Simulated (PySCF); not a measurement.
# A gas-phase reaction: CH6Ge + F2 → CH5FGe + FH

What reaction energy should one expect for `[CH3][GeH3]` + `FF` → `[CH3][GeH2][F]` + `F`?

Programs: PySCF 2.14.0. All values are calculated, for the isolated system unless a continuum is named. Atoms count from 0, parts from 1.

## 1. The system as given

Each species was relaxed by itself at PBE0-D3(BJ)/def2-SVPD.

## 2. Reaction energy: wB97M-D3(BJ)/def2-TZVPD

Job settings and geometry (Å):

```
{"job": {"kind": "react", "xc": "wB97M-D3(BJ)", "basis": "def2-TZVPD"}, "charge": 0, "multiplicity": 1}
-1 CH6Ge charge 0 multiplicity 1
C     -0.995840     0.122890    -0.031720
Ge     0.947260    -0.065790     0.006890
H     -1.474880    -0.709480     0.501990
H     -1.301720     1.063110     0.447440
H     -1.362560     0.126850    -1.067400
H      1.614800     1.103150    -0.740750
H      1.371760    -1.383820    -0.666590
H      1.456860    -0.072210     1.459910

-1 F2 charge 0 multiplicity 1
F      0.689000    -0.000480    -0.002760
F     -0.689000     0.000480     0.002760

+1 CH5FGe charge 0 multiplicity 1
C     -1.027240     0.032730    -0.015160
Ge     0.902900    -0.095770     0.006720
F      1.514180     1.521480    -0.357820
H     -1.366550     0.757630     0.737100
H     -1.373570     0.362740    -1.003910
H     -1.478730    -0.944590     0.208400
H      1.473380    -0.997280    -1.099560
H      1.482020    -0.439540     1.388170

+1 FH charge 0 multiplicity 1
F      0.460010    -0.003700    -0.008210
H     -0.460010     0.003700     0.008210
```

Method: wB97M-D3(BJ)/def2-TZVPD reaction energy of separated species, gas phase.

Run with:

```console
> OMP_NUM_THREADS=1 python cluster_run.py task.json out
```

One launch serves the whole session: the jobs run in the order shown.

What it wrote:

```text
species 1 (CH6Ge)
coarse grid: 27432 points
cycle   1  E = -2118.7180471494  dE = -7.550e-01  |g| = 5.754e-01  |ddm| = 2.295e+00
cycle   2  E = -2118.7223865517  dE = -4.339e-03  |g| = 5.815e-01  |ddm| = 8.192e-01
cycle   3  E = -2118.7461626076  dE = -2.378e-02  |g| = 1.333e-02  |ddm| = 3.679e-01
cycle   4  E = -2118.7462416755  dE = -7.907e-05  |g| = 7.422e-03  |ddm| = 3.086e-02
cycle   5  E = -2118.7462557203  dE = -1.404e-05  |g| = 1.484e-03  |ddm| = 8.340e-03
cycle   6  E = -2118.7462563897  dE = -6.694e-07  |g| = 3.820e-04  |ddm| = 3.201e-03
final grid: 56480 points
cycle   7  E = -2118.7461727036  dE = -3.937e-08  |g| = 2.997e-04  |ddm| = 3.287e-03
cycle   8  E = -2118.7461727069  dE = -3.301e-09  |g| = 3.178e-04  |ddm| = 6.306e-04
cycle   9  E = -2118.7461727141  dE = -7.150e-09  |g| = 1.494e-05  |ddm| = 1.954e-04
cycle  10  E = -2118.7461727142  dE = -1.478e-10  |g| = 6.184e-06  |ddm| = 6.014e-05
converged SCF energy = -2118.7461727142

species 2 (F2)
coarse grid: 10600 points
cycle   1  E = -199.6113006295  dE =  1.194e-02  |g| = 3.458e-01  |ddm| = 1.052e+00
cycle   2  E = -199.6264068051  dE = -1.511e-02  |g| = 1.647e-01  |ddm| = 1.842e-01
cycle   3  E = -199.6293649073  dE = -2.958e-03  |g| = 2.217e-02  |ddm| = 5.435e-02
cycle   4  E = -199.6294264872  dE = -6.158e-05  |g| = 8.600e-03  |ddm| = 1.161e-02
cycle   5  E = -199.6294373370  dE = -1.085e-05  |g| = 7.501e-04  |ddm| = 4.105e-03
cycle   6  E = -199.6294374753  dE = -1.383e-07  |g| = 3.049e-05  |ddm| = 6.348e-04
final grid: 23208 points
cycle   7  E = -199.6294281557  dE = -2.168e-09  |g| = 2.056e-05  |ddm| = 1.256e-04
cycle   8  E = -199.6294281558  dE = -6.881e-11  |g| = 1.072e-05  |ddm| = 1.682e-05
converged SCF energy = -199.6294281558

species 3 (CH5FGe)
coarse grid: 30256 points
cycle   1  E = -2218.0068162274  dE = -6.334e-01  |g| = 8.376e-01  |ddm| = 2.245e+00
cycle   2  E = -2217.9730692724  dE =  3.375e-02  |g| = 1.051e+00  |ddm| = 1.076e+00
cycle   3  E = -2218.0981505776  dE = -1.251e-01  |g| = 6.948e-02  |ddm| = 5.063e-01
cycle   4  E = -2218.0986992471  dE = -5.487e-04  |g| = 3.335e-02  |ddm| = 5.951e-02
cycle   5  E = -2218.0988486177  dE = -1.494e-04  |g| = 3.570e-03  |ddm| = 2.488e-02
cycle   6  E = -2218.0988526428  dE = -4.025e-06  |g| = 1.031e-03  |ddm| = 6.910e-03
final grid: 62712 points
cycle   7  E = -2218.0987819166  dE = -3.232e-07  |g| = 9.114e-04  |ddm| = 3.800e-03
cycle   8  E = -2218.0987819507  dE = -3.411e-08  |g| = 9.080e-04  |ddm| = 1.100e-03
cycle   9  E = -2218.0987820956  dE = -1.449e-07  |g| = 1.059e-04  |ddm| = 4.951e-04
cycle  10  E = -2218.0987820978  dE = -2.177e-09  |g| = 3.080e-05  |ddm| = 8.439e-05
cycle  11  E = -2218.0987820982  dE = -4.784e-10  |g| = 7.117e-06  |ddm| = 7.552e-05
converged SCF energy = -2218.0987820982

species 4 (FH)
coarse grid: 7776 points
cycle   1  E = -100.4688137339  dE = -9.409e-02  |g| = 4.644e-01  |ddm| = 6.197e-01
cycle   2  E = -100.4724945956  dE = -3.681e-03  |g| = 5.038e-01  |ddm| = 3.808e-01
cycle   3  E = -100.5053084001  dE = -3.281e-02  |g| = 2.574e-02  |ddm| = 1.678e-01
cycle   4  E = -100.5053843788  dE = -7.598e-05  |g| = 5.007e-03  |ddm| = 1.077e-02
cycle   5  E = -100.5053890201  dE = -4.641e-06  |g| = 4.334e-04  |ddm| = 3.766e-03
final grid: 16976 points
cycle   6  E = -100.5053938721  dE = -6.399e-08  |g| = 1.075e-04  |ddm| = 8.224e-04
cycle   7  E = -100.5053938755  dE = -3.440e-09  |g| = 8.339e-05  |ddm| = 2.188e-04
cycle   8  E = -100.5053938764  dE = -9.081e-10  |g| = 2.021e-05  |ddm| = 3.762e-05
converged SCF energy = -100.5053938764

Reaction energy = -143.438 kcal/mol
```

It took 13 s on 1 thread of Arm Neoverse V2, shared host; peak memory 0.62 GiB.

Species by species (with the dispersion term, which the log's SCF energies lack):

| ν | species | energy (Eh) | HOMO (eV) |
| --- | --- | --- | --- |
| -1 | [CH3][GeH3] | -2118.75204 | -11.23 |
| -1 | FF | -199.62975 | -14.36 |
| +1 | [CH3][GeH2][F] | -2218.10474 | -11.46 |
| +1 | F | -100.50563 | -14.54 |

## 3. Energies of the species: PBE0-D3(BJ)/def2-TZVPD

Settings changed since step 2:

```diff
@@ -1,2 +1,2 @@
-{"job": {"kind": "react", "xc": "wB97M-D3(BJ)", "basis": "def2-TZVPD"}, "charge": 0, "multiplicity": 1}
+{"job": {"kind": "react", "xc": "PBE0", "basis": "def2-TZVPD", "disp": "d3bj"}, "charge": 0, "multiplicity": 1}
 -1 CH6Ge charge 0 multiplicity 1
```

Level: PBE0-D3(BJ)/def2-TZVPD reaction energy of separated species, gas phase.

What it wrote:

```text
species 1 (CH6Ge)
coarse grid: 27432 points
cycle   1  E = -2118.3647650709  dE = -7.498e-01  |g| = 6.644e-01  |ddm| = 2.369e+00
cycle   2  E = -2118.3434745069  dE =  2.129e-02  |g| = 7.806e-01  |ddm| = 9.434e-01
cycle   3  E = -2118.4076408699  dE = -6.417e-02  |g| = 2.283e-02  |ddm| = 5.139e-01
cycle   4  E = -2118.4077542589  dE = -1.134e-04  |g| = 1.366e-02  |ddm| = 3.496e-02
cycle   5  E = -2118.4078016169  dE = -4.736e-05  |g| = 2.596e-03  |ddm| = 1.029e-02
cycle   6  E = -2118.4078030206  dE = -1.404e-06  |g| = 2.530e-04  |ddm| = 2.479e-03
final grid: 56480 points
cycle   7  E = -2118.4077958824  dE = -2.562e-08  |g| = 2.772e-04  |ddm| = 5.486e-03
cycle   8  E = -2118.4077958808  dE =  1.584e-09  |g| = 3.636e-04  |ddm| = 5.435e-04
cycle   9  E = -2118.4077958945  dE = -1.373e-08  |g| = 2.114e-05  |ddm| = 2.304e-04
cycle  10  E = -2118.4077958947  dE = -1.473e-10  |g| = 1.225e-06  |ddm| = 2.888e-05
converged SCF energy = -2118.4077958947

species 2 (F2)
coarse grid: 2176 points
cycle   1  E = -199.3949436007  dE =  9.180e-02  |g| = 2.764e-01  |ddm| = 1.051e+00
cycle   2  E = -199.4014733700  dE = -6.530e-03  |g| = 1.374e-01  |ddm| = 1.363e-01
cycle   3  E = -199.4037887457  dE = -2.315e-03  |g| = 2.290e-02  |ddm| = 5.059e-02
cycle   4  E = -199.4038517623  dE = -6.302e-05  |g| = 8.080e-03  |ddm| = 1.132e-02
cycle   5  E = -199.4038599680  dE = -8.206e-06  |g| = 1.816e-04  |ddm| = 3.279e-03
final grid: 23208 points
cycle   6  E = -199.4096322287  dE = -7.813e-06  |g| = 1.271e-03  |ddm| = 8.093e-03
cycle   7  E = -199.4096322828  dE = -5.410e-08  |g| = 1.036e-03  |ddm| = 8.882e-04
cycle   8  E = -199.4096324197  dE = -1.369e-07  |g| = 7.542e-05  |ddm| = 4.282e-04
cycle   9  E = -199.4096324205  dE = -7.308e-10  |g| = 1.994e-05  |ddm| = 3.208e-05
converged SCF energy = -199.4096324205

species 3 (CH5FGe)
coarse grid: 30256 points
cycle   1  E = -2217.5450852934  dE = -6.090e-01  |g| = 9.077e-01  |ddm| = 2.326e+00
cycle   2  E = -2217.3583765526  dE =  1.867e-01  |g| = 1.468e+00  |ddm| = 1.345e+00
cycle   3  E = -2217.6441987096  dE = -2.858e-01  |g| = 1.897e-01  |ddm| = 8.173e-01
cycle   4  E = -2217.6491191058  dE = -4.920e-03  |g| = 3.131e-02  |ddm| = 1.212e-01
cycle   5  E = -2217.6492539265  dE = -1.348e-04  |g| = 5.297e-03  |ddm| = 2.288e-02
cycle   6  E = -2217.6492599750  dE = -6.049e-06  |g| = 2.038e-03  |ddm| = 5.318e-03
final grid: 62712 points
cycle   7  E = -2217.6492973072  dE =  5.754e-07  |g| = 2.761e-03  |ddm| = 4.295e-03
cycle   8  E = -2217.6492958297  dE =  1.477e-06  |g| = 3.945e-03  |ddm| = 3.857e-03
cycle   9  E = -2217.6492988745  dE = -3.045e-06  |g| = 4.097e-04  |ddm| = 2.219e-03
cycle  10  E = -2217.6492989011  dE = -2.663e-08  |g| = 1.981e-05  |ddm| = 2.164e-04
cycle  11  E = -2217.6492989011  dE = -4.729e-11  |g| = 5.939e-06  |ddm| = 1.740e-05
converged SCF energy = -2217.6492989011

species 4 (FH)
coarse grid: 1712 points
cycle   1  E = -100.3541484148  dE = -3.605e-02  |g| = 4.958e-01  |ddm| = 6.253e-01
cycle   2  E = -100.3146284899  dE =  3.952e-02  |g| = 7.430e-01  |ddm| = 5.125e-01
cycle   3  E = -100.3938732604  dE = -7.924e-02  |g| = 2.284e-02  |ddm| = 2.892e-01
cycle   4  E = -100.3939488178  dE = -7.556e-05  |g| = 4.205e-03  |ddm| = 9.787e-03
cycle   5  E = -100.3939508019  dE = -1.984e-06  |g| = 3.557e-04  |ddm| = 1.247e-03
final grid: 16976 points
cycle   6  E = -100.3948398994  dE = -1.861e-05  |g| = 4.006e-03  |ddm| = 7.553e-03
cycle   7  E = -100.3948379642  dE =  1.935e-06  |g| = 5.512e-03  |ddm| = 3.360e-03
cycle   8  E = -100.3948420736  dE = -4.109e-06  |g| = 9.868e-05  |ddm| = 2.018e-03
cycle   9  E = -100.3948420749  dE = -1.263e-09  |g| = 1.771e-05  |ddm| = 3.903e-05
cycle  10  E = -100.3948420749  dE = -4.709e-11  |g| = 3.065e-06  |ddm| = 1.022e-05
converged SCF energy = -100.3948420749

Reaction energy = -142.321 kcal/mol
```

Wall time 6.8 s (1 thread of Arm Neoverse V2, shared host); peak memory 0.61 GiB.

Reaction energy at this level: -142.3 kcal/mol.

## 4. Energies of the species: MP2/def2-TZVPD

Settings changed since step 3:

```diff
@@ -1,2 +1,2 @@
-{"job": {"kind": "react", "xc": "PBE0", "basis": "def2-TZVPD", "disp": "d3bj"}, "charge": 0, "multiplicity": 1}
+{"job": {"kind": "react", "xc": "MP2", "basis": "def2-TZVPD"}, "charge": 0, "multiplicity": 1}
 -1 CH6Ge charge 0 multiplicity 1
```

With the program's defaults for keys left out, this is: MP2/def2-TZVPD reaction energy of separated species, gas phase.

What it wrote:

```text
species 1 (CH6Ge)
final grid: 56480 points
cycle   1  E = -2116.7085093148  dE = -7.929e-01  |g| = 3.538e-01  |ddm| = 2.267e+00
cycle   2  E = -2116.7320299239  dE = -2.352e-02  |g| = 2.254e-01  |ddm| = 4.513e-01
cycle   3  E = -2116.7360603763  dE = -4.030e-03  |g| = 3.573e-02  |ddm| = 1.773e-01
cycle   4  E = -2116.7365944175  dE = -5.340e-04  |g| = 4.765e-03  |ddm| = 6.019e-02
cycle   5  E = -2116.7366037613  dE = -9.344e-06  |g| = 1.227e-03  |ddm| = 1.150e-02
cycle   6  E = -2116.7366044429  dE = -6.817e-07  |g| = 3.937e-04  |ddm| = 3.197e-03
cycle   7  E = -2116.7366045191  dE = -7.615e-08  |g| = 8.704e-05  |ddm| = 1.049e-03
cycle   8  E = -2116.7366045241  dE = -5.084e-09  |g| = 1.589e-05  |ddm| = 2.512e-04
cycle   9  E = -2116.7366045243  dE = -1.728e-10  |g| = 3.997e-06  |ddm| = 4.981e-05
converged SCF energy = -2116.7366045243

species 2 (F2)
final grid: 23208 points
cycle   1  E = -198.7437216099  dE = -9.863e-02  |g| = 3.997e-01  |ddm| = 1.051e+00
cycle   2  E = -198.7662947977  dE = -2.257e-02  |g| = 1.393e-01  |ddm| = 1.852e-01
cycle   3  E = -198.7684693337  dE = -2.175e-03  |g| = 2.171e-02  |ddm| = 5.087e-02
cycle   4  E = -198.7685845610  dE = -1.152e-04  |g| = 5.686e-03  |ddm| = 1.383e-02
cycle   5  E = -198.7685921019  dE = -7.541e-06  |g| = 9.806e-04  |ddm| = 3.640e-03
cycle   6  E = -198.7685923810  dE = -2.790e-07  |g| = 1.391e-04  |ddm| = 7.865e-04
cycle   7  E = -198.7685923854  dE = -4.444e-09  |g| = 1.112e-05  |ddm| = 1.118e-04
cycle   8  E = -198.7685923854  dE = -3.593e-11  |g| = 1.257e-06  |ddm| = 1.187e-05
converged SCF energy = -198.7685923854

species 3 (CH5FGe)
final grid: 62712 points
cycle   1  E = -2215.6111559393  dE = -7.279e-01  |g| = 6.269e-01  |ddm| = 2.213e+00
cycle   2  E = -2215.6608530668  dE = -4.970e-02  |g| = 4.693e-01  |ddm| = 6.488e-01
cycle   3  E = -2215.6864625322  dE = -2.561e-02  |g| = 3.978e-02  |ddm| = 2.392e-01
cycle   4  E = -2215.6871875040  dE = -7.250e-04  |g| = 8.990e-03  |ddm| = 6.970e-02
cycle   5  E = -2215.6872136835  dE = -2.618e-05  |g| = 3.096e-03  |ddm| = 1.373e-02
cycle   6  E = -2215.6872159094  dE = -2.226e-06  |g| = 1.008e-03  |ddm| = 4.698e-03
cycle   7  E = -2215.6872162694  dE = -3.599e-07  |g| = 2.612e-04  |ddm| = 2.502e-03
cycle   8  E = -2215.6872163105  dE = -4.109e-08  |g| = 8.066e-05  |ddm| = 7.546e-04
cycle   9  E = -2215.6872163133  dE = -2.892e-09  |g| = 2.075e-05  |ddm| = 1.459e-04
cycle  10  E = -2215.6872163136  dE = -2.210e-10  |g| = 4.919e-06  |ddm| = 5.711e-05
converged SCF energy = -2215.6872163136

species 4 (FH)
final grid: 16976 points
cycle   1  E = -100.0371192677  dE = -1.649e-01  |g| = 4.007e-01  |ddm| = 6.032e-01
cycle   2  E = -100.0578871496  dE = -2.077e-02  |g| = 2.336e-01  |ddm| = 2.533e-01
cycle   3  E = -100.0646337209  dE = -6.747e-03  |g| = 2.356e-02  |ddm| = 8.092e-02
cycle   4  E = -100.0647511546  dE = -1.174e-04  |g| = 6.199e-03  |ddm| = 1.253e-02
cycle   5  E = -100.0647668678  dE = -1.571e-05  |g| = 1.459e-03  |ddm| = 5.122e-03
cycle   6  E = -100.0647681409  dE = -1.273e-06  |g| = 2.290e-04  |ddm| = 1.848e-03
cycle   7  E = -100.0647681753  dE = -3.439e-08  |g| = 1.958e-05  |ddm| = 4.211e-04
cycle   8  E = -100.0647681755  dE = -1.851e-10  |g| = 2.360e-06  |ddm| = 2.495e-05
converged SCF energy = -100.0647681755

Reaction energy = -153.170 kcal/mol
```

Run time: 3.3 s. Hardware: 1 thread of Arm Neoverse V2, shared host; peak memory 0.52 GiB.

Reaction energy at this level: -153.2 kcal/mol.

## 5. Comparing the runs

Energies in kcal/mol, with wall time:

```
                    run  reaction   time
wB97M-D3(BJ)/def2-TZVPD    -143.4   13 s
 PBE0-D3(BJ)/def2-TZVPD    -142.3  6.8 s
         MP2/def2-TZVPD    -153.2  3.3 s
```

## 6. Results

| quantity | value |
| --- | --- |
| reaction energy (wB97M-D3(BJ)/def2-TZVPD) | -143.4 kcal/mol |
| ΔH, ΔG at 298 K (xTB thermal terms) | -142.5, -143.1 kcal/mol |
| range of the reaction energy over the runs of this table | -153.2 to -142.3 kcal/mol |

The reaction is exothermic by 142.5 kcal/mol in the gas phase; dispersion gives -0.00, and xTB itself gave -113.2 for the electronic energy (xTB energies and thermal terms come from the earlier relaxation of each species, not shown). No barrier was sought. xTB and this level differ widely in the electronic energy, so what comes from xTB (the thermal terms above all) is less safe here. The reaction energy runs from -153.2 (MP2/def2-TZVPD) to -142.3 kcal/mol (PBE0-D3(BJ)/def2-TZVPD).
